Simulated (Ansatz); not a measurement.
# YbSn2Pd: the cost of one run

Program: Ansatz 0.2.0. Level of theory: DFT PBEsol, scalar-relativistic, plane waves, PAW. These are calculated values, not measurements.

2 further runs of the same task are left out: 1 that didn't finish, 1 set aside as unsound or not needed. Runs told in other sessions of the task aren't counted.

### 1 The starting structure

The cell holds 33 atoms (CPd8Sn16Yb8): a = 8.488 Å, b = 8.488 Å, c = 11.030 Å, α = 90.00°, β = 90.00°, γ = 117.40°.

The coordinates of this cell stand in the input of its own run.

The host was relaxed before at PBEsol: a = 4.409 Å, b = 11.030 Å, c = 7.252 Å, α = 90.00°, β = 90.00°, γ = 90.00° (conventional cell), 22.045 Å³/atom.

Places, in fractions of the supercell: C as an interstitial at (0.875, 0.625, 0.542). Its neighbours start displaced at random, with a spread of 0.05 Å in each coordinate.

### 2 The perfect crystal in the supercell of 32 atoms

Input file input.yaml:

```yaml
crystal:
  lattice:
    - [4.4092844085, 0.0, -7.2524531322]
    - [4.4092844085, 0.0, 7.2524531322]
    - [0.0, -11.0298430723, 0.0]
  atoms:
    - { symbol: Yb, position: [0.875, 0.625, 0.0730178369] }
    - { symbol: Yb, position: [0.125, 0.875, 0.5730178369] }
    - { symbol: Yb, position: [0.375, 0.125, 0.0730178369] }
    - { symbol: Yb, position: [0.625, 0.375, 0.5730178369] }
    - { symbol: Yb, position: [0.125, 0.375, 0.9269821631] }
    - { symbol: Yb, position: [0.375, 0.625, 0.4269821631] }
    - { symbol: Yb, position: [0.625, 0.875, 0.9269821631] }
    - { symbol: Yb, position: [0.875, 0.125, 0.4269821631] }
    - { symbol: Sn, position: [0.9795701863, 0.5204298137, 0.3621452566] }
    - { symbol: Sn, position: [0.2295701863, 0.7704298137, 0.8621452566] }
    - { symbol: Sn, position: [0.4795701863, 0.0204298137, 0.3621452566] }
    - { symbol: Sn, position: [0.7295701863, 0.2704298137, 0.8621452566] }
    - { symbol: Sn, position: [0.2295701863, 0.2704298137, 0.6378547434] }
    - { symbol: Sn, position: [0.4795701863, 0.5204298137, 0.1378547434] }
    - { symbol: Sn, position: [0.7295701863, 0.7704298137, 0.6378547434] }
    - { symbol: Sn, position: [0.9795701863, 0.0204298137, 0.1378547434] }
    - { symbol: Sn, position: [0.0204298137, 0.4795701863, 0.6378547434] }
    - { symbol: Sn, position: [0.2704298137, 0.7295701863, 0.1378547434] }
    - { symbol: Sn, position: [0.5204298137, 0.9795701863, 0.6378547434] }
    - { symbol: Sn, position: [0.7704298137, 0.2295701863, 0.1378547434] }
    - { symbol: Sn, position: [0.7704298137, 0.7295701863, 0.3621452566] }
    - { symbol: Sn, position: [0.0204298137, 0.9795701863, 0.8621452566] }
    - { symbol: Sn, position: [0.2704298137, 0.2295701863, 0.3621452566] }
    - { symbol: Sn, position: [0.5204298137, 0.4795701863, 0.8621452566] }
    - { symbol: Pd, position: [0.875, 0.625, 0.8025290644] }
    - { symbol: Pd, position: [0.125, 0.875, 0.3025290644] }
    - { symbol: Pd, position: [0.375, 0.125, 0.8025290644] }
    - { symbol: Pd, position: [0.625, 0.375, 0.3025290644] }
    - { symbol: Pd, position: [0.125, 0.375, 0.1974709356] }
    - { symbol: Pd, position: [0.375, 0.625, 0.6974709356] }
    - { symbol: Pd, position: [0.625, 0.875, 0.1974709356] }
    - { symbol: Pd, position: [0.875, 0.125, 0.6974709356] }
basis:
  ecutwfc: 420
  xc_grid: 2
kpoints:
  mp_grid: { grid: [3, 3, 2], shift: [0.0, 0.0, 0.5] }
hamiltonian:
  xc: pbesol
scf:
  occupations: { method: gaussian, width: 0.05 }
output:
  forces: true
  stress: true
  eigenvalues: true
  write_density: true
  write_potential: true
  elf: true
  volumetric_format: npy
```

Run with:

```sh
$ ansatz run input.yaml --threads 8 --pin off --max-ram 14336MiB --backend cpu --events-out ev --progress --plain --runs-dir out
```

**Question.** How long does this run take on 8 threads of Arm Neoverse V2, shared host, and how much memory does it need?

About 21 s, with a peak of 4.1 GiB.
